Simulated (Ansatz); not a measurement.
# B8N8 wurtzite off sphere (B₈N₈H₂₂): the relaxed shape and its frontier levels

What does B8N8 wurtzite off sphere (B₈N₈H₂₂) look like as a singlet, and where do its frontier electrons sit?

The runs use Ansatz 0.2.0, Gaussian basis; RKS PBE0-D4/def2-TZVP.

The runs, in order: relaxation at PBE-D4/def2-SVP; a single point at PBE0-D4/def2-TZVP.

## 1. The starting structure

38 atoms, charge 0, spin multiplicity 1.

Atoms are counted from 1 here; the program's logs count them from 0.

Bond lengths: B1–N2 1.599 Å, B1–N3 1.574 Å, B1–H17 1.194 Å, B1–H18 1.196 Å, N2–B5 1.586 Å, N2–H19 1.013 Å, N2–H20 1.013 Å, N3–B4 1.565 Å, N3–B11 1.549 Å, N3–H21 1.013 Å, B4–N6 1.576 Å, B4–N7 1.565 Å, B4–H22 1.195 Å, B5–N6 1.556 Å, B5–N12 1.547 Å, B5–H23 1.196 Å, N6–B9 1.556 Å, N6–H24 1.012 Å and more. Angles: N2–B1–N3 104.2°, N2–B1–H17 109.5°, N2–B1–H18 109.3°, N3–B1–H17 110.8°, N3–B1–H18 110.3°, H17–B1–H18 112.5°, B1–N2–B5 113.5°, B1–N2–H19 109.2°, B1–N2–H20 109.2°, B5–N2–H19 109.1°, B5–N2–H20 109.0°, H19–N2–H20 106.6°, B1–N3–B4 111.1°, B1–N3–B11 110.7°, B1–N3–H21 105.3°, B4–N3–B11 111.6°, B4–N3–H21 108.6°, B11–N3–H21 109.3° and more.

The start is a GFN2-xTB geometry.

## 2. Relaxation at PBE-D4/def2-SVP

Contents of in.yaml:

```yaml
crystal:
  periodic: [false, false, false]
  atoms:
    - {symbol: B, position_ang: [0.328900, -2.797740, -0.842330]}
    - {symbol: N, position_ang: [0.339130, -2.740590, 0.755670]}
    - {symbol: N, position_ang: [0.338320, -1.285980, -1.281970]}
    - {symbol: B, position_ang: [-0.950160, -0.546540, -0.788880]}
    - {symbol: B, position_ang: [0.354870, -1.264180, 1.335020]}
    - {symbol: N, position_ang: [-0.894550, -0.517210, 0.785940]}
    - {symbol: N, position_ang: [-0.943850, 0.940060, -1.278500]}
    - {symbol: B, position_ang: [-2.255430, 1.689230, -0.836510]}
    - {symbol: B, position_ang: [-0.915140, 0.936790, 1.338670]}
    - {symbol: N, position_ang: [-2.201520, 1.663130, 0.761420]}
    - {symbol: B, position_ang: [1.625810, -0.580540, -0.788680]}
    - {symbol: N, position_ang: [1.594090, -0.528450, 0.772080]}
    - {symbol: N, position_ang: [1.567120, 0.906230, -1.328100]}
    - {symbol: B, position_ang: [0.311060, 1.700590, -0.783940]}
    - {symbol: B, position_ang: [1.644600, 0.945620, 1.351990]}
    - {symbol: N, position_ang: [0.341860, 1.642190, 0.776670]}
    - {symbol: H, position_ang: [-0.667430, -3.340690, -1.214790]}
    - {symbol: H, position_ang: [1.319580, -3.346800, -1.225250]}
    - {symbol: H, position_ang: [-0.474180, -3.227760, 1.112110]}
    - {symbol: H, position_ang: [1.150510, -3.238500, 1.101830]}
    - {symbol: H, position_ang: [0.332650, -1.302990, -2.295040]}
    - {symbol: H, position_ang: [-1.926700, -1.108320, -1.186760]}
    - {symbol: H, position_ang: [0.354970, -1.321610, 2.529160]}
    - {symbol: H, position_ang: [-1.717940, -0.991730, 1.134280]}
    - {symbol: H, position_ang: [-0.961730, 0.945790, -2.291560]}
    - {symbol: H, position_ang: [-3.224730, 1.102160, -1.211840]}
    - {symbol: H, position_ang: [-2.233830, 2.822890, -1.215760]}
    - {symbol: H, position_ang: [-0.964160, 0.963170, 2.532950]}
    - {symbol: H, position_ang: [-3.029780, 1.200220, 1.115820]}
    - {symbol: H, position_ang: [-2.228280, 2.613540, 1.110780]}
    - {symbol: H, position_ang: [2.619160, -1.105040, -1.208380]}
    - {symbol: H, position_ang: [2.425490, -0.980950, 1.130570]}
    - {symbol: H, position_ang: [1.592230, 0.923470, -2.341940]}
    - {symbol: H, position_ang: [2.395610, 1.382270, -0.988240]}
    - {symbol: H, position_ang: [0.353580, 2.824170, -1.200600]}
    - {symbol: H, position_ang: [1.596830, 0.916610, 2.543440]}
    - {symbol: H, position_ang: [2.637430, 1.520140, 0.982780]}
    - {symbol: H, position_ang: [0.365600, 2.587370, 1.137930]}
basis:
  gaussian: {orbitals: def2-SVP}
hamiltonian: {xc: pbe, dispersion: d4}
scf: {lower_state_search: "off"}
output: {orbitals: {seedname: orbitals}}
relax: {f_tol: 0.03, max_steps: 70}
```

Started as:

```console
ansatz run in.yaml --threads 2 --pin off --events-out ev --progress --plain --max-ram 32768MiB --backend cuda --devices 0, --max-vram 18GiB
```

Further steps of the session: Single point, PBE0-D4/def2-TZVP.

Before running them: what should the planned runs give, taken together? Wanted: point group; commonest bond, hydrogen aside; HOMO, LUMO at PBE0-D4/def2-TZVP; dipole at PBE-D4/def2-SVP.

The runs gave:

```
                       quantity                           value
                    point group                              Cs
 commonest bond, hydrogen aside  B–N, 21 of mean length 1.586 Å
HOMO, LUMO at PBE0-D4/def2-TZVP                  -7.39, 0.07 eV
      dipole at PBE-D4/def2-SVP                          0.57 D
```

**Reading.** The molecule keeps its bonding pattern by the stored test; the atoms moved 0.04 Å (rms). No usable vibrations, so a minimum isn't proven. The HOMO lies nearest to H36, H37 about 22 % each; B15 9 % and the LUMO to H24 11 %; H19, H29, H33 about 8 % each. Whether this spin is the lowest isn't tested here. The point group is read from a loosely relaxed geometry; soft torsions can leave it below the true symmetry.
